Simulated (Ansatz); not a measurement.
# H4OS2Si: the cost of one run

All numbers below are computed with Ansatz 0.2.0 (RKS B3LYP-D4/STO-3G).

1 further run of the same task is left out (it didn't finish).

## 1. The starting structure

Bond lengths: O1–S2 1.658 Å, S2–S3 2.038 Å, S3–Si4 2.172 Å, O1–H5 0.965 Å, Si4–H6 1.455 Å, Si4–H7 1.452 Å, Si4–H8 1.456 Å. Angles: O1–S2–S3 104.3°, S2–O1–H5 110.8°, S2–S3–Si4 99.0°, S3–Si4–H6 106.4°, S3–Si4–H7 102.4°, S3–Si4–H8 105.8°, H6–Si4–H7 114.1°, H6–Si4–H8 112.4°, H7–Si4–H8 114.5°.

Structure file:

```xyz
8

O    -1.6783    1.5818   -0.1473
S    -0.8000    0.9076   -1.3810
S     1.0733    0.6914   -0.6074
Si    0.7916   -1.1891    0.4426
H    -1.6308    2.5454   -0.1798
H    -0.3402   -0.9956    1.3365
H     2.0627   -1.3586    1.1237
H     0.5216   -2.1828   -0.5873
```

## 2. End point A

File input.yaml:

```yaml
crystal:
  periodic: [false, false, false]
  atoms:
    - { symbol: O, position_ang: [-1.67831, 1.58184, -0.1473] }
    - { symbol: S, position_ang: [-0.79998, 0.90756, -1.38104] }
    - { symbol: S, position_ang: [1.07331, 0.69136, -0.60742] }
    - { symbol: Si, position_ang: [0.7916, -1.18909, 0.44264] }
    - { symbol: H, position_ang: [-1.63078, 2.54538, -0.1798] }
    - { symbol: H, position_ang: [-0.34017, -0.9956, 1.33648] }
    - { symbol: H, position_ang: [2.06274, -1.35865, 1.12372] }
    - { symbol: H, position_ang: [0.52159, -2.1828, -0.58729] }
basis:
  gaussian: { orbitals: STO-3G }
hamiltonian:
  xc: b3lyp
  dispersion: d4
relax:
  f_tol: 0.015
  max_steps: 40
```

The run is started by

```
> ansatz run input.yaml --threads 1 --pin off --max-ram 2048MiB --backend cpu --events-out ev --progress --plain --runs-dir out
```

Q: Estimate wall time and peak memory on 1 thread of Intel Xeon at 2.70GHz, shared host.

About 22 s, with a peak of 0.13 GiB.
